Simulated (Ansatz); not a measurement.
**ScHg: a relaxation**

Aim: a sound relaxation of ScHg. The structure is shown as the input types it.

Program: Ansatz 0.2.0. Level of theory: DFT, LDA, PAW with Ansatz's default frozen-core files, scalar-relativistic; relaxation of cell and atoms. These are calculated values, not measurements.

## Step 1: Starting point

It takes space group Pm-3m (No. 221, cubic). Conventional cell: a = 3.480 Å, b = 3.480 Å, c = 3.480 Å, α = 90.00°, β = 90.00°, γ = 90.00°. Around Sc (site symmetry m-3m) lie 8 Hg at 3.01 Å. Hg (site symmetry m-3m) has 8 Sc at 3.01 Å as nearest neighbours.

Coordinates:

```
Sc Hg
1.0
     3.48000    0.00000    0.00000
     0.00000    3.48000    0.00000
     0.00000    0.00000    3.48000
Sc Hg
1 1
Direct
  0.50000 0.50000 0.50000
  0.00000 0.00000 0.00000
```

## Step 2: Input and run

File input.yaml:

```yaml
crystal:
  lattice:
    - [3.48, 0.0, 0.0]
    - [0.0, 3.48, 0.0]
    - [0.0, 0.0, 3.48]
  atoms:
    - { symbol: Sc, position: [0.5, 0.5, 0.5] }
    - { symbol: Hg, position: [0.0, 0.0, 0.0] }
kpoints:
  mp_grid: { grid: [10, 9, 11] }
scf:
  occupations: { method: fermi_dirac, width: 0.05 }
  max_iter: 60
hamiltonian:
  xc: lda
  pseudopotentials: { kind: paw }
relax:
  f_tol: 0.002
  max_steps: 80
  cell: {}
output:
  forces: true
  stress: true
  write_density: true
  write_potential: true
  elf: true
  volumetric_format: npy
```

Launch:

```
$ ansatz run input.yaml --threads 1 --pin off --max-ram 3072MiB --backend cpu --events-out ev --progress --plain --runs-dir out
```

What happens when this is run?

The run converged and reported no error, with warnings (symmetry narrowed by mesh). Its log warns: «crystal.symmetry: narrowed to the stabiliser of the k-point mesh — unitary ops 48 → 8; excluded 40 operations that carry a point of the 10×9×11 mesh (shift [0, 0 ...»

Look at the input: kpoints.mp_grid.grid is [10, 9, 11]. The risk: uneven k-mesh. The run converged, but that does not make its result sound.

To check: set kpoints.mp_grid.grid to [10, 10, 10].
